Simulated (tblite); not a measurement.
# C8H16OSi: the cost of one run

Programs: tblite 0.8.0 and PySCF 2.14.0, with density-fitted response routines of our own. Each step states its level of theory. These are calculated values for one molecule, in the gas phase or a continuum, unless marked as measured. Atoms count from 0, in the outputs and in this text.

## (1) The starting structure

26 atoms, charge 0, multiplicity 1; geometry from: force field or distance geometry start.

Bonds of the start (Å): C0–C1 1.54, C1–C2 1.51, C2–C3 1.49, C3–Si4 1.85, Si4–C5 1.86, C5–C6 1.49, C6–C7 1.45, C7–O8 1.36, C3–C9 1.53, C9–C0 1.52, O8–Si4 1.71, C0–H10 1.11, C0–H11 1.10, C1–H12 1.12, C1–H13 1.09, C2–H14 1.13, C2–H15 1.09, C3–H16 1.11, Si4–H17 1.46, C5–H18 1.12, C5–H19 1.10, C6–H20 1.11, C6–H21 1.12, C7–H22 1.11, C7–H23 1.11, C9–H24 1.10, C9–H25 1.10.

## (2) Relaxing the molecule with GFN2-xTB

The job: settings as JSON, then the geometry in Å.

```
{"job": {"kind": "relax", "xc": "GFN2-xTB", "basis": "xTB"}, "charge": 0, "multiplicity": 1}
C     -2.860800    -0.927500     0.321800
C     -3.020600     0.275600    -0.620500
C     -1.588400     0.587500    -0.994300
C     -0.692800    -0.187300    -0.097300
Si     0.820300     0.745100     0.422900
C      2.152300    -0.354500     1.117700
C      3.251300    -0.132700     0.136000
C      2.812600     0.490700    -1.099400
O      1.659300     1.195900    -0.997700
C     -1.610300    -0.526500     1.078800
H     -3.747400    -1.006700     0.983400
H     -2.675600    -1.851000    -0.248900
H     -3.472600     1.141500    -0.063200
H     -3.652200    -0.029000    -1.454900
H     -1.462800     1.694700    -0.817000
H     -1.414300     0.341200    -2.042600
H     -0.378300    -1.117400    -0.618500
H      0.537700     1.903000     1.261600
H      2.427800    -0.065000     2.160700
H      1.832700    -1.409000     1.123600
H      4.076700     0.438800     0.619700
H      3.683300    -1.139000    -0.094200
H      2.712500    -0.251100    -1.913500
H      3.596300     1.185900    -1.453100
H     -1.237700    -1.365100     1.678700
H     -1.769800     0.384500     1.683100
```

Started as:

```console
$ OMP_NUM_THREADS=1 python probes_run.py task.json out
```

The driver reads the jobs from task.json and runs them one after another.

Q: Estimate the wall time and peak memory of this first job on 1 thread of Arm Neoverse V1, shared host.

About 1.2 s, with a peak of 0.18 GiB.
